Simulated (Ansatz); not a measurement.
# Ir (fcc type): the cost of one run

Method: DFT, PBE, all-electron LAPW, scalar-relativistic, in Ansatz 0.2.0.

1 further run of the same task is left out (it didn't finish). Runs told in other sessions of the task aren't counted.

### Step 1. The structure to begin with

The structure is cubic, space group Fm-3m (No. 225). The conventional cell has a = 3.258 Å, b = 3.258 Å, c = 3.258 Å, α = 90.00°, β = 90.00°, γ = 90.00°. Ir (site symmetry m-3m) is surrounded by 12 Ir at 2.30 Å.

As a file:

```
CELL_PARAMETERS angstrom
0.00000 1.62918 1.62918
1.62918 0.00000 1.62918
1.62918 1.62918 0.00000
ATOMIC_POSITIONS crystal
Ir 0.00000 0.00000 0.00000
```

### Step 2. Fcc relaxed under pressure, LAPW

Input file input.yaml:

```yaml
crystal:
  lattice:
    - [0.0, 1.6291834822, 1.6291834822]
    - [1.6291834822, 0.0, 1.6291834822]
    - [1.6291834822, 1.6291834822, 0.0]
  atoms:
    - { symbol: Ir, position: [0.0, 0.0, 0.0] }
kpoints:
  mp_grid: { grid: [20, 20, 20] }
scf:
  occupations: { method: fermi_dirac, width: 0.05 }
hamiltonian:
  xc: pbe
  pseudopotentials: { kind: all_electron, lapw: { basis_error: 0.0005 } }
output:
  forces: true
  stress: true
  eigenvalues: true
relax:
  f_tol: 0.005
  max_steps: 12
  cell: { p_target: 630.0, stress_tol: 0.315 }
```

The run is started by

```bash
$ ansatz run input.yaml --threads 1 --pin off --max-ram 3584MiB --backend cpu --events-out ev --progress --plain --runs-dir out
```

Q: Estimate wall time and peak memory on 1 thread of Arm Neoverse V2, shared host.

About 92 s, with a peak of 0.65 GiB.
